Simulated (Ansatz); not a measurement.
Runs of Ansatz 0.2.0 on PtSe. The structure is cubic, space group F-43m (No. 216). The conventional cell has a = 6.075 Å, b = 6.075 Å, c = 6.075 Å, α = 90.00°, β = 90.00°, γ = 90.00°. Pt (site symmetry -43m) is surrounded by 4 Se at 2.63 Å. Around Se (site symmetry -43m) lie 4 Pt at 2.63 Å. The cell comes from a database or a generator and needn't be the stable form of this composition.

```tsv
task	level	potentials or basis	k mesh	cutoff (eV)	smearing	phonons	basis error allowed	gap on the mesh (eV)	pressure (GPa)
single point	PBE	all-electron LAPW, scalar-relativistic	5 × 5 × 5	255	fermi-dirac 0.04 eV	-	0.002 eV/atom	none	-10.8
phonons	PBE	all-electron LAPW, scalar-relativistic	8 × 8 × 8	276	fermi-dirac 0.05 eV	-	0.002 eV/atom	none	-
phonons	PBEsol	all-electron PAW datasets made for the crystal	8 × 8 × 8	380	fermi-dirac 0.05 eV	method dfpt	-	none	-
elastic constants	PBE	all-electron LAPW, scalar-relativistic	6 × 6 × 6	276	fermi-dirac 0.05 eV	-	0.002 eV/atom	none	(a)
```

Alike in all rows: no spin polarisation; cell as given.

Question: Fill in the values left out.

Answer: (a) -11.1.

Caveats: a metal's response needs a denser mesh (some runs); the k mesh is thin for a metal, which can move the energy by tens of meV per atom (some runs); the program warned that the printed levels may be off, so bands, gaps and densities of states are rough (some runs); the cell is more than 3 GPa from zero pressure, which shifts response properties (some runs); elastic constants of metals need much finer meshes, so these are rough (some runs).

A k mesh can miss the band edges, and the runs leave out spin-orbit coupling on Pt, Se.

A gap of «none» marks a metal or a gap under the smearing width.

The runs don't all hold the same shells in valence.
